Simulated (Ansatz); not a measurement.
Predict the output of the script below (the Python package of Ansatz (0.2.0)).

`shear.py`:
```python
# -*- coding: utf-8 -*-
import ansatz as az
import numpy as np

VECTORS = np.array([
    [-1.44279, 1.44279, 1.37608],
    [1.44279, -1.44279, 1.37608],
    [1.44279, 1.44279, -1.37608],
])
SITES = [
    ("Cu", (0.0, 0.0, 0.0)),
]


def build(cell):
    crystal = az.Crystal(lattice=az.Lattice.of(cell))
    for symbol, position in SITES:
        crystal = crystal.atom(symbol, position)
    return crystal


def main():
    block = build(VECTORS).supercell(1, 1, 3).resolved()
    cell0 = np.array(block.lattice.vectors)
    xyz = np.array([site.position for site in block.sites]) @ cell0
    normal = np.cross(cell0[0], cell0[1])
    area = np.linalg.norm(normal)
    normal *= np.sign(normal @ cell0[2]) / area
    energies = []
    for amount in [0, 0.25, 0.5, 0.75]:
        cell = cell0.copy()
        cell[2] += amount * (cell0[0] + cell0[1])
        moved = az.Crystal(lattice=az.Lattice.of(cell))
        for site, fraction in zip(block.sites, xyz @ np.linalg.inv(cell)):
            moved = moved.atom(site.symbol, fraction)
        calculation = (
            moved.calculation()
            .scf(max_iterations=150, lower_state_search="light")
            .functional("r2scan", dispersion="d3bjatm")
            .basis(300)
            .accuracy("medium")
            .initial_density(normalization="atom")
            .occupations("Methfessel-Paxton", width=0.1)
            .kpoints(8, 8, 8)
        )
        energies.append(calculation.run(threads=1).report["free_energy_ev"])
        print(f"shift {amount:5.3f} of the vector: {(energies[-1] - energies[0]) / area * 16.02177:8.4f} J/m^2")


if __name__ == "__main__":
    main()
```

`python shear.py` gives:
```text
DeckWarning: basis.ecutwfc = 300 eV is below the records' recommended 500 eV, and the density's cutoff is lower with it unless basis.ecutrho_ratio is high enough to keep the records' density cutoff: compare with a run at a higher cutoff
shift 0.000 of the vector:   0.0000 J/m^2
shift 0.250 of the vector:   0.9262 J/m^2
shift 0.500 of the vector:   2.0803 J/m^2
shift 0.750 of the vector:   0.9262 J/m^2
```
(Warnings from the package without file and line.)

The settings weren't tested for convergence. The cutoff lies under the one recommended for these potentials. Dispersion corrections can be off by several per cent in the lattices of metals, and by several GPa in the pressure at a fixed cell. This isn't the structure that Cu takes at ambient conditions. The atoms are held rigidly, so these energies lie above those of relaxed faces or faults. Finished in 40 s on 1 thread of Arm Neoverse V1, on a shared host, peak memory 0.43 GiB.
